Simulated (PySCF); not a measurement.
# C₃H₉BSi: electronic excitations and core binding energies

Wanted: the electronic excitations and core binding energies of C₃H₉BSi (`B[C@@H]1C[Si@H]1C`), by calculation.

Programs: PySCF 2.14.0, with density-fitted response routines of our own. Each step states its level of theory. These are calculated values for one molecule in the gas phase, unless marked as measured. Atoms count from 0, in the outputs and in this text.

## (1) The starting structure

14 atoms, charge 0, multiplicity 1; geometry from: GFN2-xTB.

Bonds of the start (Å): B0–C1 1.51, C1–C2 1.54, C2–Si3 1.87, Si3–C4 1.89, Si3–C1 1.93, B0–H5 1.17, B0–H6 1.17, C1–H7 1.09, C2–H8 1.08, C2–H9 1.08, Si3–H10 1.46, C4–H11 1.09, C4–H12 1.09, C4–H13 1.09.

## (2) Excited states and response: CAM-B3LYP/def2-SVPD

The job: settings as JSON, then the geometry in Å.

```
{"job": {"kind": "uv", "xc": "CAM-B3LYP", "basis": "def2-SVPD", "nstates": 8, "ntriplets": 3}, "charge": 0, "multiplicity": 1}
B     -1.801969     1.382502     0.375522
C     -1.017830     0.295757    -0.327716
C     -0.880045    -1.139866     0.221717
Si     0.664305    -0.130815     0.525387
C      2.168278    -0.334186    -0.607206
H     -1.974902     2.418879    -0.146800
H     -2.214293     1.207796     1.460179
H     -0.907649     0.352772    -1.406674
H     -0.901836    -1.926828    -0.521175
H     -1.526916    -1.366562     1.057591
H      0.948445     0.368212     1.864033
H      2.656486     0.619580    -0.786611
H      2.901598    -0.998181    -0.160381
H      1.885649    -0.749533    -1.570032
```

With the program's defaults for keys left out, this is: TDDFT CAM-B3LYP/def2-SVPD, vertical, gas phase, core orbitals frozen in the response.

Command:

```sh
> OMP_NUM_THREADS=1 python probes_run.py task.json out
```

This one command runs all jobs of the session in turn.

Log:

```text
coarse grid: 11552 points
cycle   1  E = -433.6412268752  dE =  3.981e-01  |g| = 3.790e-01  |ddm| = 5.148e+00
cycle   2  E = -433.6527062881  dE = -1.148e-02  |g| = 3.448e-01  |ddm| = 1.085e+00
cycle   3  E = -433.6857982764  dE = -3.309e-02  |g| = 4.616e-02  |ddm| = 5.235e-01
cycle   4  E = -433.6863094045  dE = -5.111e-04  |g| = 2.285e-02  |ddm| = 1.083e-01
cycle   5  E = -433.6864579910  dE = -1.486e-04  |g| = 2.929e-03  |ddm| = 3.558e-02
cycle   6  E = -433.6864610625  dE = -3.071e-06  |g| = 1.003e-03  |ddm| = 6.677e-03
final grid: 105112 points
cycle   7  E = -433.7545073634  dE = -2.486e-05  |g| = 3.603e-03  |ddm| = 5.819e-02
cycle   8  E = -433.7545075296  dE = -1.662e-07  |g| = 3.659e-03  |ddm| = 1.065e-02
cycle   9  E = -433.7545110066  dE = -3.477e-06  |g| = 2.152e-04  |ddm| = 4.421e-03
cycle  10  E = -433.7545110170  dE = -1.037e-08  |g| = 1.602e-04  |ddm| = 6.094e-04
cycle  11  E = -433.7545110246  dE = -7.557e-09  |g| = 1.763e-05  |ddm| = 2.662e-04
cycle  12  E = -433.7545110248  dE = -1.920e-10  |g| = 6.625e-06  |ddm| = 6.583e-05
converged SCF energy = -433.7545110248

Static polarisability (au): isotropic 78.931, principal 68.211 71.231 97.353

Singlet excitations
state   eV       nm        f      main configurations
  1   5.4088    229.2   0.15243   H->L 0.93
  2   6.2193    199.4   0.04224   H-1->L 0.78, H-2->L 0.09
  3   6.5229    190.1   0.08973   H->L+1 0.67, H->L+2 0.23
  4   6.6562    186.3   0.04599   H->L+2 0.40, H->L+1 0.24, H->L+4 0.16
  5   6.7993    182.3   0.06310   H->L+3 0.53, H->L+2 0.22, H->L+4 0.12
  6   7.0090    176.9   0.05149   H-2->L 0.70
  7   7.2193    171.7   0.02153   H->L+4 0.56, H->L+3 0.15, H->L+5 0.14
  8   7.4706    166.0   0.01707   H-3->L 0.42, H-4->L 0.17, H-1->L+2 0.13

Triplet excitations (Tamm-Dancoff, eV): 4.4290 5.3788 5.6262
```

Wall time 43 s (1 thread of Arm Neoverse N1, shared host); peak memory 0.76 GiB.

Frontier orbitals and where they lie:

| orbital | eV | atoms |
| --- | --- | --- |
| HOMO−3 | -10.89 | C4 22 %, B0 19 %, Si3 14 % |
| HOMO−2 | -10.65 | C1 29 %, B0 28 %, H6 15 % |
| HOMO−1 | -9.67 | C1 24 %, C2 22 %, B0 17 % |
| HOMO | -8.13 | C1 26 %, Si3 25 %, C2 24 % |
| LUMO | 0.33 | B0 42 %, Si3 14 %, C1 13 % |
| LUMO+1 | 1.14 | Si3 27 %, C4 25 %, H12 11 % |
| LUMO+2 | 1.40 | Si3 25 %, B0 18 %, H10 12 % |

With each of the 8 states as a Gaussian band of 0.4 eV half-width at 1/e, the curve within the window shown has maxima at 229 nm (ε 6,200), 186 nm (ε 9,000) L/(mol cm). Beyond the last state computed it falls off for lack of states. The curve at chosen wavelengths:

nm, ε (L/mol/cm) and a bar:
```
      160        588 
      164       1366 ###
      168       2542 #######
      172       4121 #############
      176       5970 ###################
      180       7708 ##########################
      184       8804 #############################
      187       8957 ##############################
      191       8234 ###########################
      195       6772 ######################
      199       5093 ################
      203       3664 ###########
      207       2806 ########
      211       2684 ########
      215       3266 ##########
      219       4301 #############
      223       5374 #################
      227       6073 ####################
      231       6156 ####################
      234       5806 ###################
      238       4933 ################
      242       3834 ############
      246       2750 ########
      250       1834 ####
      254       1146 ##
      258        676
```

Further results of this job:

| property | computed |
| --- | --- |
| dipole moment (D) | 2.55 |
| polarisability (Å³) | 11.70 |
| HOMO–LUMO gap (eV) | 8.46 |
| −ε(HOMO) (eV) | 8.13 |

## (3) Core holes by ΔSCF: SCAN, X2C

Settings changed since step 2:

```diff
@@ -1,2 +1,2 @@
-{"job": {"kind": "uv", "xc": "CAM-B3LYP", "basis": "def2-SVPD", "nstates": 8, "ntriplets": 3}, "charge": 0, "multiplicity": 1}
+{"job": {"kind": "xps"}, "charge": 0, "multiplicity": 1}
 B     -1.801969     1.382502     0.375522
```

Method: delta-SCF UKS SCAN, pcX-2 on the ionised atom, pcseg-1 elsewhere, spin-free X2C.

Log:

```text
ground state, core basis on atom 0 (B), 150 functions
  cycle   1  E = -434.41371224  |g| = 6.03e-01
  cycle   2  E = -434.24874192  |g| = 9.20e-01
  cycle   3  E = -434.51648518  |g| = 1.46e-01
  cycle   4  E = -434.52290141  |g| = 4.38e-02
  cycle   5  E = -434.52340349  |g| = 1.11e-02
  cycle   6  E = -434.52344266  |g| = 3.57e-03
  cycle   7  E = -434.52344488  |g| = 8.72e-04
  cycle   8  E = -434.52344422  |g| = 4.24e-04
  E(ground) = -434.56259593 Eh
hole in B 1s of atom 0
  cycle   1  E = -426.94821128  |g| = 1.16e+00
  cycle   2  E = -425.55337774  |g| = 1.79e+00
  cycle   3  E = -427.17678597  |g| = 5.36e-01
  cycle   4  E = -427.31769230  |g| = 3.05e-01
  cycle   5  E = -427.37341124  |g| = 9.06e-02
  cycle   6  E = -427.37770839  |g| = 4.43e-02
  cycle   7  E = -427.37917338  |g| = 1.68e-02
  cycle   8  E = -427.37969881  |g| = 1.70e-02
  cycle   9  E = -427.38017008  |g| = 1.07e-02
  cycle  10  E = -427.38048415  |g| = 6.76e-03
  cycle  11  E = -427.38056207  |g| = 2.87e-03
  cycle  12  E = -427.38058124  |g| = 1.65e-03
  cycle  13  E = -427.38058387  |g| = 7.23e-04
  cycle  14  E = -427.38058346  |g| = 2.64e-04
  E(ion) = -427.41949567 Eh   <S^2> = 1.0312   hole on atom = 1.000   binding energy = 194.374 eV
ground state, core basis on atom 1 (C), 150 functions
  cycle   1  E = -434.53256049  |g| = 5.78e-02
  cycle   2  E = -434.53250392  |g| = 2.13e-02
  cycle   3  E = -434.53246404  |g| = 2.36e-02
  cycle   4  E = -434.53263324  |g| = 1.90e-03
  cycle   5  E = -434.53263519  |g| = 7.42e-04
  cycle   6  E = -434.53263476  |g| = 1.05e-04
  E(ground) = -434.57119330 Eh
hole in C 1s of atom 1
  cycle   1  E = -423.30200525  |g| = 1.52e+00
  cycle   2  E = -422.41489665  |g| = 1.95e+00
  cycle   3  E = -423.83572966  |g| = 3.60e-01
  cycle   4  E = -423.88679980  |g| = 1.08e-01
  cycle   5  E = -423.89127551  |g| = 4.38e-02
  cycle   6  E = -423.89227359  |g| = 9.24e-03
  cycle   7  E = -423.89232480  |g| = 3.52e-03
  cycle   8  E = -423.89233234  |g| = 1.71e-03
  cycle   9  E = -423.89233410  |g| = 8.77e-04
  cycle  10  E = -423.89233534  |g| = 2.45e-04
  E(ion) = -423.92921708 Eh   <S^2> = 0.7716   hole on atom = 1.000   binding energy = 289.583 eV
ground state, core basis on atom 2 (C), 150 functions
  cycle   1  E = -434.53280836  |g| = 5.77e-02
  cycle   2  E = -434.53272475  |g| = 2.49e-02
  cycle   3  E = -434.53271110  |g| = 2.58e-02
  cycle   4  E = -434.53288377  |g| = 1.03e-03
  cycle   5  E = -434.53288257  |g| = 3.21e-04
  E(ground) = -434.57111752 Eh
hole in C 1s of atom 2
  cycle   1  E = -423.29145226  |g| = 1.51e+00
  cycle   2  E = -422.43227001  |g| = 1.93e+00
  cycle   3  E = -423.82314063  |g| = 3.49e-01
  cycle   4  E = -423.87030623  |g| = 1.23e-01
  cycle   5  E = -423.87748090  |g| = 4.74e-02
  cycle   6  E = -423.87853780  |g| = 1.23e-02
  cycle   7  E = -423.87861170  |g| = 6.58e-03
  cycle   8  E = -423.87864210  |g| = 2.09e-03
  cycle   9  E = -423.87864595  |g| = 1.06e-03
  cycle  10  E = -423.87864570  |g| = 4.02e-04
  E(ion) = -423.91567658 Eh   <S^2> = 0.7713   hole on atom = 1.000   binding energy = 289.949 eV
ground state, core basis on atom 3 (Si), 161 functions
  cycle   1  E = -434.62850635  |g| = 2.87e-01
  cycle   2  E = -434.62849347  |g| = 4.10e-02
  cycle   3  E = -434.62829863  |g| = 4.15e-02
  cycle   4  E = -434.62869627  |g| = 9.72e-03
  cycle   5  E = -434.62872083  |g| = 1.23e-03
  cycle   6  E = -434.62872175  |g| = 2.97e-04
  E(ground) = -434.62538111 Eh
hole in Si 1s of atom 3
  cycle   1  E = -365.69176081  |g| = 4.35e+00
  cycle   2  E = -365.60699032  |g| = 2.24e+00
  cycle   3  E = -366.10038880  |g| = 9.72e-01
  cycle   4  E = -366.64785435  |g| = 4.23e-01
  cycle   5  E = -366.74846771  |g| = 1.71e-01
  cycle   6  E = -366.76368353  |g| = 5.83e-02
  cycle   7  E = -366.76546066  |g| = 1.11e-02
  cycle   8  E = -366.76552441  |g| = 5.39e-03
  cycle   9  E = -366.76553975  |g| = 1.86e-03
  cycle  10  E = -366.76554260  |g| = 7.32e-04
  cycle  11  E = -366.76554419  |g| = 5.08e-04
  cycle  12  E = -366.76554350  |g| = 2.24e-04
  E(ion) = -366.77010274 Eh   <S^2> = 0.7539   hole on atom = 1.000   binding energy = 1846.436 eV
hole in Si 2p of atom 3
  cycle   1  E = -430.35071456  |g| = 1.24e+00
  cycle   2  E = -430.05574118  |g| = 1.25e+00
  cycle   3  E = -430.58843364  |g| = 3.83e-01
  cycle   4  E = -430.67157960  |g| = 1.67e-01
  cycle   5  E = -430.68614185  |g| = 6.81e-02
  cycle   6  E = -430.68875858  |g| = 1.03e-02
  cycle   7  E = -430.68880426  |g| = 5.46e-03
  cycle   8  E = -430.68882146  |g| = 1.54e-03
  cycle   9  E = -430.68882339  |g| = 6.83e-04
  cycle  10  E = -430.68882310  |g| = 4.13e-04
  E(ion) = -430.69648066 Eh   <S^2> = 0.7541   hole on atom = 1.002   binding energy = 106.911 eV
  2p3/2 = 106.676 eV   2p1/2 = 107.299 eV
ground state, core basis on atom 4 (C), 150 functions
  cycle   1  E = -434.53061573  |g| = 6.12e-02
  cycle   2  E = -434.53049670  |g| = 3.23e-02
  cycle   3  E = -434.53065819  |g| = 2.28e-02
  cycle   4  E = -434.53082012  |g| = 4.11e-03
  cycle   5  E = -434.53082474  |g| = 9.45e-04
  cycle   6  E = -434.53082570  |g| = 1.15e-04
  E(ground) = -434.56912241 Eh
hole in C 1s of atom 4
  cycle   1  E = -423.28470552  |g| = 1.50e+00
  cycle   2  E = -422.65173233  |g| = 1.76e+00
  cycle   3  E = -423.77973158  |g| = 3.82e-01
  cycle   4  E = -423.79893227  |g| = 2.94e-01
  cycle   5  E = -423.85475956  |g| = 4.85e-02
  cycle   6  E = -423.85595765  |g| = 1.06e-02
  cycle   7  E = -423.85601385  |g| = 5.32e-03
  cycle   8  E = -423.85603240  |g| = 1.44e-03
  cycle   9  E = -423.85603419  |g| = 6.75e-04
  cycle  10  E = -423.85603414  |g| = 2.63e-04
  E(ion) = -423.89283462 Eh   <S^2> = 0.7667   hole on atom = 1.000   binding energy = 290.517 eV
```

Run time: 1.8 min. Hardware: 1 thread of Arm Neoverse N1, shared host; peak memory 0.59 GiB.

The holes in one table. −ε is the ground-state orbital energy:

| hole | stands for | environment | ΔSCF (eV; 2p as the shell's mean) | −ε (eV) | ⟨S²⟩ |
| --- | --- | --- | --- | --- | --- |
| B1s on B0 | B0 | boron bonded to C, 2 H | 194.37 (doubtful) | 179.2 | 1.031 |
| C1s on C1 | C1 | three-membered-ring carbon | 289.58 | 273.2 | 0.772 |
| C1s on C2 | C2 | three-membered-ring carbon | 289.95 | 273.5 | 0.771 |
| Si1s on Si3 | Si3 | silicon bonded to 3 C, H, in a 3-membered ring | 1846.44 | 1793.7 | 0.754 |
| Si2p on Si3 | Si3 | silicon bonded to 3 C, H, in a 3-membered ring | 106.88 | 96.5 | 0.754 |
| C1s on C4 | C4 | methyl carbon bonded to Si | 290.52 | 273.7 | 0.767 |

Doubtful: the ion did not converge, its hole moved, or its ⟨S²⟩ is well above 0.75.

With the spin-orbit splitting: Si3 2p3/2 106.68, 2p1/2 107.30 eV. The table gives each 2p level as the mean over the whole 2p shell (two parts 2p3/2, one part 2p1/2), which differs a little from the single hole in the log.

## (4) Outcome

| quantity | value |
| --- | --- |
| lowest singlet (CAM-B3LYP/def2-SVPD) | 5.41 eV (229 nm), f = 0.152 |
| lowest triplet | 4.43 eV |
| C1s binding energies, SCAN/pcX-2 | C4 290.52, C2 289.95, C1 289.58 eV |
| Si1s binding energies, SCAN/pcX-2 | Si3 1846.44 eV |
| Si2p binding energies, SCAN/pcX-2 | Si3 106.88 eV |

What this shows: The lowest singlet, at 5.41 eV, is HOMO→LUMO 0.93 and is bright. The lowest triplet lies 0.98 eV below the lowest singlet (triplets in Tamm-Dancoff, singlets in full TDDFT). C4 (methyl carbon bonded to Si) binds its C1s electron 0.93 eV more tightly than C1 (three-membered-ring carbon).
